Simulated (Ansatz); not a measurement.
# ScCo3B2, space group P6/mmm: a breakdown of dispersion, smearing and cutoff terms

Computed with the Ansatz DFT code, driven from Python.

`scco3b2.extxyz`
```text
6
Lattice="4.864 0.0 0.0 -2.432 4.21234756 0.0 0.0 0.0 2.997" Properties=species:S:1:pos:R:3:initial_magmoms:R:1 pbc="T T T"
Sc    0.00000000    0.00000000    0.00000000  0.00
Co    2.43200000    0.00000000    1.49850000  1.80
Co    1.21600000    2.10617378    1.49850000  1.80
Co   -1.21600000    2.10617378    1.49850000  1.80
B    -0.00000000    2.80823171    0.00000000  0.00
B     2.43200000    1.40411585    0.00000000  0.00
```

Notebook, run cell by cell (the value of a cell's last expression is shown):

In [1]:
```python
import ansatz as az

crystal = az.Crystal.from_extxyz("scco3b2.extxyz")
```

In [2]:
```python
calculation = (
    crystal.calculation()
    .kpoints(mesh=(5, 5, 7))
    .occupations(az.OccupationsMethod.FERMI_DIRAC, width=0.1)
    .spin("collinear")
)
with_term = calculation.functional("pbesol", dispersion="d3bj").basis(340).cutoff_correction(590).run(threads=1, pin="off").report
without = calculation.functional("pbesol").basis(340).run(threads=1, pin="off").report
finer = calculation.functional("pbesol").basis(590).run(threads=1, pin="off").report
removed = az.free_energy_without(with_term, az.EnergyTerm.DISPERSION)
print(f"dispersion term            {with_term['components']['e_disp']:.5f} eV")
print(f"F less dispersion          {removed:.5f} eV, run without it {without['free_energy_ev']:.5f} eV")
print(f"F less smearing term       {az.free_energy_without(without, az.EnergyTerm.SMEARING):.5f} eV")
print(f"estimated gain to 590 eV   {with_term['cutoff_correction']['energy_ev']:.5f} eV, found {finer['free_energy_ev'] - without['free_energy_ev']:.5f} eV")
```
```text
DeckWarning: basis.ecutwfc = 340 eV is below the records' recommended 420 eV, and the density's cutoff is lower with it unless basis.ecutrho_ratio is high enough to keep the records' density cutoff: compare with a run at a higher cutoff
RunWarning: the starting moments were not kept: the SCF closed with an absolute magnetisation of 1.0e-5 μB, where they sum to 5.4 μB in size (3 sites). That is at most 0.1 of that sum. Measured as dr2_m measures the in/out step, that magnetisation stands [...]
dispersion term            -2.09179 eV
F less dispersion          -17699.03691 eV, run without it -17699.03691 eV
F less smearing term       -17698.91733 eV
estimated gain to 590 eV   -0.34466 eV, found -0.33275 eV
```

What to keep in mind:
- Total energies depend on the potentials; only differences at equal settings carry meaning. A total without «per atom» is that of the cell as typed.
- The cutoff lies under the one recommended for these potentials in some of the runs.
- The SCF didn't keep the moments it started from (some shrank, vanished or turned); what is printed is the state reached.
- Dispersion corrections can be off by several per cent in the lattices of metals, and by several GPa in the pressure at a fixed cell.
- The mesh is modest for a metal, so energies can be off by several to tens of meV an atom and pressures by half a GPa or more; differences at equal mesh fare better.
- The starting cell is as deposited in a crystallographic database; the results hold for this polymorph, which needn't be the stable one.
- Warnings are shown shortened and without file and line.
- Timing: 35 s on 1 thread of Arm Neoverse V2, on a shared host, peak memory 0.59 GiB.
